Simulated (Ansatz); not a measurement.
# H₃NSiTe (SMILES [SiH2]=N[TeH]): one structure at several levels

The atoms stand at a structure displaced at random from a GFN2-xTB minimum. How far do the functionals agree with CCSD(T) there?

The runs use Ansatz 0.2.0, Gaussian basis; single points in def2-TZVPP.

Cores are frozen in the correlated methods. Filled d shells of the heavier atoms are correlated. Core potentials replace the inner electrons past krypton, and spin-orbit coupling is left out.

### Step 1. Starting geometry

SMILES `[SiH2]=N[TeH]`, 6 atoms, charge 0, spin multiplicity 1.

Atoms are counted from 1 here; the program's logs count them from 0.

Bond lengths: Si1–N2 1.670 Å, Si1–H4 1.376 Å, Si1–H5 1.417 Å, N2–Te3 2.011 Å, Te3–H6 1.678 Å. Angles: N2–Si1–H4 109.4°, N2–Si1–H5 133.8°, H4–Si1–H5 116.6°, Si1–N2–Te3 129.8°, N2–Te3–H6 91.7°.

Coordinates:

```
atom    x (Å)    y (Å)    z (Å)
 Si1  -0.9892   0.1912  -0.5595
  N2   0.2027  -0.8340   0.0048
 Te3   1.3465  -0.6937   1.6531
  H4  -1.5094  -0.3117  -1.7299
  H5  -1.4762   1.4546  -0.1410
  H6   2.4007   0.3671   0.8914
```

### Step 2. CCSD(T)/def2-TZVPP

The input, run/in.yaml:

```yaml
crystal:
  periodic: [false, false, false]
  atoms:
    - {symbol: Si, position_ang: [-0.989200, 0.191200, -0.559500]}
    - {symbol: N, position_ang: [0.202700, -0.834000, 0.004800]}
    - {symbol: Te, position_ang: [1.346500, -0.693700, 1.653100]}
    - {symbol: H, position_ang: [-1.509400, -0.311700, -1.729900]}
    - {symbol: H, position_ang: [-1.476200, 1.454600, -0.141000]}
    - {symbol: H, position_ang: [2.400700, 0.367100, 0.891400]}
basis:
  gaussian: {orbitals: def2-TZVPP}
correlation: {method: ccsd_t}
output: {forces: true}
```

No record of the launch command was kept for these runs.

### Step 3. PBE0-D4/def2-TZVPP

run/in.yaml, as its differences from that of step 2:

```diff
@@ -11,3 +11,3 @@
   gaussian: {orbitals: def2-TZVPP}
-correlation: {method: ccsd_t}
-output: {forces: true}
+hamiltonian: {xc: pbe0, dispersion: d4}
+output: {forces: true, orbitals: {seedname: orbitals}}
```

### Step 4. wB97M-V/def2-TZVPP

run/in.yaml, as its differences from that of step 3:

```diff
@@ -11,3 +11,3 @@
   gaussian: {orbitals: def2-TZVPP}
-hamiltonian: {xc: pbe0, dispersion: d4}
-output: {forces: true, orbitals: {seedname: orbitals}}
+hamiltonian: {xc: {name: wB97M-V}}
+output: {forces: true}
```

### Step 5. r2SCAN-D4/def2-TZVPP

run/in.yaml, as its differences from that of step 4:

```diff
@@ -11,3 +11,3 @@
   gaussian: {orbitals: def2-TZVPP}
-hamiltonian: {xc: {name: wB97M-V}}
+hamiltonian: {xc: r2scan, dispersion: d4}
 output: {forces: true}
```

### Step 6. PBE-D4/def2-TZVPP

run/in.yaml, as its differences from that of step 5:

```diff
@@ -11,3 +11,3 @@
   gaussian: {orbitals: def2-TZVPP}
-hamiltonian: {xc: r2scan, dispersion: d4}
+hamiltonian: {xc: pbe, dispersion: d4}
 output: {forces: true}
```

### Step 7. HSE06-D4/def2-TZVPP

run/in.yaml, as its differences from that of step 6:

```diff
@@ -11,3 +11,3 @@
   gaussian: {orbitals: def2-TZVPP}
-hamiltonian: {xc: pbe, dispersion: d4}
+hamiltonian: {xc: hse06, dispersion: d4}
 output: {forces: true}
```

### Step 8. r2SCANh-D4/def2-TZVPP

run/in.yaml, as its differences from that of step 7:

```diff
@@ -11,3 +11,3 @@
   gaussian: {orbitals: def2-TZVPP}
-hamiltonian: {xc: hse06, dispersion: d4}
+hamiltonian: {xc: {name: r2SCANh}, dispersion: d4}
 output: {forces: true}
```

(Steps that only read results are left out.)

Before running it: what results should come out? Wanted: energy less free atoms, CCSD(T)/def2-TZVPP; RMS force component; RMS force error; HOMO and LUMO, PBE0-D4; T1 diagnostic.

**Answer**, as computed:

| quantity | value |
| --- | --- |
| energy less free atoms, CCSD(T)/def2-TZVPP | -345.9 kcal/mol |
| RMS force component | 1.273 to 1.451 eV/Å over the methods |
| RMS force error | PBE0-D4 0.204, wB97M-V 0.254, r2SCAN-D4 0.116, PBE-D4 0.189, HSE06-D4 0.195, r2SCANh-D4 0.168 eV/Å |
| HOMO and LUMO, PBE0-D4 | -5.45 and -2.28 eV |
| T1 diagnostic | 0.018 |

In words: Against CCSD(T) the functionals' energies less atoms differ by -24.4 to -5.5 kcal/mol, PBE-D4 by -24.4 kcal/mol. CCSD(T) in triple zeta still lacks some correlation energy of the bonds, so part of these gaps is its own basis error and they don't rank the functionals. For forces r2SCAN-D4 does best and wB97M-V worst. Frozen-core CCSD(T) forces in triple zeta carry basis errors of their own, and this is one geometry, so small gaps rank nothing. The restricted Hartree–Fock reference is unstable towards an unrestricted one at one or more of these structures.
